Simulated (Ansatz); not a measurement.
# CH4GeO: ladder of basis sets from a Python script

Aim: a ladder of basis sets, for CH4GeO, run from a script.

Program: the Python package of Ansatz 0.2.0. The levels of theory stand in the script. These are calculated values, not measurements.

**1. The structure**

Bond lengths: C1–O2 1.371 Å, O2–Ge3 1.780 Å, C1–H4 1.140 Å, C1–H5 1.074 Å, C1–H6 1.176 Å, Ge3–H7 1.609 Å. Angles: C1–O2–Ge3 105.6°, O2–C1–H4 113.8°, O2–C1–H5 116.1°, O2–C1–H6 108.0°, H4–C1–H5 107.4°, H4–C1–H6 104.7°, H5–C1–H6 105.9°, O2–Ge3–H7 109.5°.

ch4geo.xyz, read by the script:

```xyz
7

C    -0.44570    0.59930   -0.01680
O    -0.75550   -0.71150    0.24110
Ge    0.59790   -1.66100   -0.41910
H    -0.35350    0.84050   -1.12760
H     0.43220    0.98130    0.46920
H    -1.33850    1.26490    0.36000
H     1.92440   -1.38160    0.44750
```

**2. The script**

Contents of basis_ch4geo.py:

```python
from dataclasses import dataclass

import ansatz as az


@dataclass
class Options:
    xc: str = 'hf'


cfg = Options()


def main() -> None:
    molecule = az.Crystal.molecule_from_extxyz('ch4geo.xyz')

    model = molecule.calculation().functional(cfg.xc)

    energies = {}
    for basis in ['cc-pVDZ', 'cc-pVTZ']:
        r = model.basis(gaussian=basis).run().report
        size = r['n_frozen'] + r['n_occupied'][0] + r['n_virtual'][0]
        energies[basis] = (r['reference_energy_ev'] / 27.211386246, r['free_energy_ev'] / 27.211386246)
        print(f'{basis:14s} {size:4d} orbitals  reference {energies[basis][0]:14.6f} Ha  total {energies[basis][1]:14.6f} Ha')

    last = energies['cc-pVTZ'][1]
    for basis, (_, total) in energies.items():
        print(f'{basis:14s} lies {27.211386 * (total - last):9.4f} eV above cc-pVTZ')


if __name__ == '__main__':
    main()
```

**3. The input behind the calls**

The engine receives this input (first run):

```yaml
crystal:
  periodic: [false, false, false]
  atoms:
    - { symbol: C, position_ang: [-0.4457, 0.5993, -0.0168] }
    - { symbol: O, position_ang: [-0.7555, -0.7115, 0.2411] }
    - { symbol: Ge, position_ang: [0.5979, -1.661, -0.4191] }
    - { symbol: H, position_ang: [-0.3535, 0.8405, -1.1276] }
    - { symbol: H, position_ang: [0.4322, 0.9813, 0.4692] }
    - { symbol: H, position_ang: [-1.3385, 1.2649, 0.36] }
    - { symbol: H, position_ang: [1.9244, -1.3816, 0.4475] }
basis:
  gaussian:
    orbitals: cc-pVDZ
hamiltonian:
  xc: hf
```

**4. The run**

Run with:

```console
$ python basis_ch4geo.py
```

The log of the run:

```text
cc-pVDZ          75 orbitals  reference   -2190.344499 Ha  total   -2190.344499 Ha
cc-pVTZ         159 orbitals  reference   -2190.458790 Ha  total   -2190.458790 Ha
cc-pVDZ        lies    3.1100 eV above cc-pVTZ
cc-pVTZ        lies    0.0000 eV above cc-pVTZ
```

Run time: 2.7 s. Hardware: 1 thread of AMD EPYC 9R14 (Zen 4), shared host; peak memory 0.37 GiB.

**5. What changed from run to run**

The engine's inputs for the other runs:

Run 2, against run 1:

```diff
@@ -13 +13 @@
-    orbitals: cc-pVDZ
+    orbitals: cc-pVTZ
```

**6. The runs side by side**

One row for each of the 2 runs:

```csv
run,basis,energy (eV),SCF cycles,CPU time (s)
1,cc-pVDZ,-59602.3102,11,0.63
2,cc-pVTZ,-59605.4202,16,1.7
```

**7. Summary of results**

```
     quantity  value
runs compared      2
```

Against cc-pVDZ: cc-pVTZ -114.3 mHa. The last step alone is -114.29 mHa. From the first set to the last the time grows from 0.6 to 1.7 s. The drop along the ladder measures the basis error, and is no property of the molecule. The geometry is a force-field or estimated start, not a minimum of this method, and the last set is no limit. Much of the fall in a total is atomic energy, which cancels in bond and reaction energies.
